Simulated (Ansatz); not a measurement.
# GaClF (quartet): from Hartree-Fock to the top rungs at a displaced geometry (v2), cc-pVDZ

An exercise on one series of results from a longer session: the logs are not shown, and one member is left open.

Computed with Ansatz 0.2.0, Gaussian basis. Level: cc-pVDZ, core rule «outside noble gas», up to 20 orbitals frozen.

The runs, in order: UHF; CCSD(T) on ROHF; CCSD(T) on UHF; BCCD(T) on ROHF; CISD as a restricted active space (open shells left free, so some higher excitations enter); CCSDT(Q) on ROHF; CCSDT(Q) on UHF.

44 further runs of the same task are left out: 16 for a known fault of the program, 12 that didn't finish, 16 set aside as unsound or not needed. Runs told in other sessions of the task aren't counted.

### The geometry

The geometry is a PBE0/def2-TZVP stationary point (not a proven minimum) with its atoms shifted at random (size 0.100 Å). No spin-orbit coupling is included. The filled d shell of Ga may be among the frozen orbitals whatever the setting's name suggests.

3 atoms, charge 0, spin multiplicity 4.

Atoms are counted from 1 here; the program's logs count them from 0.

Bond lengths: Cl1–Ga2 2.342 Å, Ga2–F3 1.906 Å. Angles: Cl1–Ga2–F3 66.5°.

Geometry (Å):

```xyz
3

Cl    0.1061    0.2227    1.5600
Ga   -0.0588    0.2896   -0.7747
F     0.0178   -1.4783   -0.0679
```

The first run:

Input file in.yaml:

```yaml
crystal:
  periodic: [false, false, false]
  atoms:
    - {symbol: Cl, position_ang: [0.106078, 0.222714, 1.559995]}
    - {symbol: Ga, position_ang: [-0.058796, 0.289575, -0.774740]}
    - {symbol: F, position_ang: [0.017824, -1.478331, -0.067863]}
basis:
  gaussian: {orbitals: cc-pVDZ}
magnetization: {spin_polarized: true, initial_magnetization: 3}
hamiltonian: {xc: hf}
output: {orbitals: {seedname: orbitals}}
```

Run with:

```
> ansatz run in.yaml --threads 1 --pin off --events-out ev --progress --plain --max-ram 2393MiB
```

Among the steps run: UHF; CCSD(T) on ROHF; CCSD(T) on UHF; BCCD(T) on ROHF; CISD as a restricted active space (open shells left free, so some higher excitations enter); CCSDT(Q) on ROHF; CCSDT(Q) on UHF.

One table of the session follows, with a row left open; its other results are not shown here.

It belongs to the step «Misses and costs». 

```
   method  from RCCSDT(Q) (meV)
     ROHF              +10365.0
      UHF              +10186.7
     RMP2                +906.3
     UMP2                +875.4
    RCCSD                +295.9
    UCCSD                +274.6
 RCCSD(T)                 +60.9
 UCCSD(T)                 +44.5
  BCCD(T)                     ?
   RCCSDT                 +21.3
   UCCSDT                  +5.5
RCCSDT(Q)                     0
UCCSDT(Q)                 -25.9
```

**Question.** Estimate the row for BCCD(T).

**Answer.** from RCCSDT(Q) (meV): +56.2. In the column «from RCCSDT(Q) (meV)» it lies between UCCSD(T) (+44.5) and RCCSD(T) (+60.9).

Not comparable, so not listed: CISD as a restricted active space (open shells left free, so some higher excitations enter) (they don't share determinant, frozen orbitals or solution with the rows shown, or repeat one).

Caveats from the session: Restricted and unrestricted rows rest on different reference determinants; a gap between their highest levels can come from leftover correlation error, from unlike frozen cores or from another state.
